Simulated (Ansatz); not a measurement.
# I: the cost of one run

Program: Ansatz 0.2.0. Level of theory: DFT PBEsol, scalar-relativistic, plane waves, PAW. These are calculated values, not measurements.

1 further run of the same task is left out (set aside as unsound or not needed).

## (1) The system as given

Symmetry: I4/mmm, No. 139, tetragonal system. Conventional cell: a = 3.235 Å, b = 3.235 Å, c = 8.530 Å, α = 90.00°, β = 90.00°, γ = 90.00°. Around I (site symmetry 4/mmm) lie 4 I at 3.23 Å.

Structure file:

```
CELL_PARAMETERS angstrom
-1.61746 1.61746 4.26481
1.61746 -1.61746 4.26481
1.61746 1.61746 -4.26481
ATOMIC_POSITIONS crystal
I 0.00000 0.00000 0.00000
```

Source of the structure: the Materials Project (structure only).

## (2) Probe: one point at the start

Contents of input.yaml:

```yaml
crystal:
  lattice:
    - [-1.617456, 1.617456, 4.264808]
    - [1.617456, -1.617456, 4.264808]
    - [1.617456, 1.617456, -4.264808]
  atoms:
    - { symbol: I, position: [0.0, 0.0, 0.0] }
basis:
  ecutwfc: 420
kpoints:
  mp_grid: { grid: [8, 8, 8] }
hamiltonian:
  xc: pbesol
scf:
  occupations: { method: gaussian, width: 0.1 }
output:
  forces: true
  stress: true
  eigenvalues: true
```

**Question.** How long does this run take on 1 thread of an Arm CPU, shared host, and how much memory does it need?

About 1.7 s, with a peak of 0.3 GiB.
